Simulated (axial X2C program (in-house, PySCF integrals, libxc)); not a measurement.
# A two-component session on TeCu⁺: properties at the nuclei

Aim: properties at the nuclei of TeCu⁺, with spin–orbit coupling in the Hamiltonian from the start.

The runs use an in-house X2C program for linear molecules on PySCF integrals; two-component X2C with atomic mean-field terms, Te dyall-cv3z, Cu dyall-cv3z.

All values are calculated.

## (1) The job

The input, task.json:

```json
{"zs": [52, 29], "q": 1, "bas": ["dyall-cv3z", "dyall-cv3z"], "r0": 2.43, "levels": ["PBE0", "HF", "B3LYP", "TPSSh", "LDA"], "nst": 3}
```

Keys: zs atomic numbers; q charge; bas basis sets; r0 starting distance in Å; levels methods (HF also brings MP2); nst determinants followed.

Launch:

```sh
$ python soeom.py task.json out
```

The runs that follow: Expectation values, lowest determinant; Expectation values, a higher determinant; Expectation values, a higher determinant.

**Question.** What will these runs give? Wanted: lowest determinant; Eeff magnitude; Ws magnitude Te; A∥/gI Te; qzz Te; higher determinant; qzz Cu (for each run or level that gives them).

The runs gave:

| quantity | value |
| --- | --- |
| lowest determinant | Ω = 1 (excess of +ω over −ω: ω = -1/2, ω = 3/2) |
| Eeff magnitude (GV/cm), PBE0 | 1.1 |
| Ws magnitude Te (kHz), PBE0 | 0.768 |
| A∥/gI Te (MHz), PBE0 | -969 |
| qzz Te (a.u.), PBE0 | -6.10 |
| higher determinant | Ω = 0 (closed shell) |
| qzz Te (a.u.), PBE0, higher determinant | -5.36 |
| qzz Cu (a.u.), PBE0, higher determinant | 0.15 |
| higher determinant | Ω = 2 (excess of +ω over −ω: ω = 1/2, ω = 3/2) |
| Eeff magnitude (GV/cm), PBE0, higher determinant | 4.56 |
| Ws magnitude Te (kHz), PBE0, higher determinant | 1.46 |
| A∥/gI Te (MHz), PBE0, higher determinant | 1080 |
| qzz Te (a.u.), PBE0, higher determinant | -3.67 |

In words: In the first state, the effective field runs from 0.873 to 1.98 GV/cm over the mean-field levels, so the levels don't agree on it. The expectation values come from single determinants, which for open shells can mix terms of unlike spin or miss the lowest Ω, so a determinant need not be a state. Eeff is the effective electric field on the electron dipole moment in this Ω state and Ws the scalar–pseudoscalar constant (defined with the proton number Z and per Ω); A∥ is the parallel hyperfine constant, which follows by multiplying with the nuclear g factor gI = μI/(I μN); qzz is the electric field gradient, eQq0 = 234.96 MHz × Q/barn × qzz. The operators were transformed with the bare-nucleus X2C matrices.
